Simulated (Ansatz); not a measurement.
The system is NaMg3O4.

```
Mg Na O
1.0
     4.35375    0.00000    0.00000
     0.00000    4.35375    0.00000
     0.00000    0.00000    4.35375
Mg Na O
3 1 4
Direct
  0.50000 0.50000 0.00000
  0.50000 0.00000 0.50000
  0.00000 0.50000 0.50000
  0.00000 0.00000 0.00000
  0.00000 0.50000 0.00000
  0.00000 0.00000 0.50000
  0.50000 0.50000 0.50000
  0.50000 0.00000 0.00000
```

The cell comes from a database or a generator and needn't be the stable form of this composition.

Program: Ansatz 0.2.0. Alike in all runs: potentials or basis Ansatz PAW; no spin polarisation; cell as given; k mesh 6 × 6 × 6; cutoff (eV) 420.

Question: Order these runs on this cell by their pressure, lowest first.
A. level RPBE+D3(BJ); smearing gaussian 0.05 eV
B. level LDA; smearing gaussian 0.01 eV
C. level PBE; smearing gaussian 0.1 eV

Answer: A (-18.4 GPa), B (-10.1 GPa), C (-0.9 GPa).

Caveats: an odd number of electrons without spin polarisation forces a metal; a magnetic or distorted state may lie lower; the PAW data sets come from PBE, with cores solved anew for the run's functional, which leaves a small shift of forces and pressure (some runs); so large a pressure means that the cell lies far from this level's equilibrium, or that cutoff or potentials fall short (some runs); pairwise dispersion overbinds metals, which lowers pressure and volume (some runs).
